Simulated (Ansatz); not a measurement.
# The tin atom: basis-set convergence

How large a basis does the tin atom need? Two functionals are run in growing sets.

The runs use Ansatz 0.2.0, Gaussian basis; one geometry, several basis sets.

Levels to be run: PBE0/def2-SVP; ωB97M-V/def2-SVP; PBE0/def2-QZVPP; ωB97M-V/def2-QZVPP; the functionals' def2-TZVPP values are taken from earlier runs.

## (1) The atom

1 atom, charge 0, spin multiplicity 3.

Sn takes the def2 core potential; no spin-orbit term is included.

## (2) PBE0 in def2-SVP

Contents of in.yaml:

```yaml
crystal:
  periodic: [false, false, false]
  atoms:
    - {symbol: Sn, position_ang: [0.000000, 0.000000, 0.000000]}
basis:
  gaussian: {orbitals: def2-SVP}
magnetization: {spin_polarized: true, initial_magnetization: 2}
hamiltonian: {xc: pbe0}
output: {orbitals: {seedname: orbitals}}
```

The runs that follow: ωB97M-V in def2-SVP; PBE0 in def2-QZVPP; ωB97M-V in def2-QZVPP.

**Question.** What will the summary of the whole plan be? Wanted: PBE0: double and triple zeta above quadruple; ωB97M-V: double and triple zeta above quadruple.

The runs gave:

| quantity | value |
| --- | --- |
| PBE0: double and triple zeta above quadruple | 0.14, 0.02 eV |
| ωB97M-V: double and triple zeta above quadruple | 0.17, 0.03 eV |

What this shows: PBE0 gains 0.12 eV from double to triple zeta, then 0.02 eV more. Total energies overstate the basis error of differences, where much of it tends to cancel.
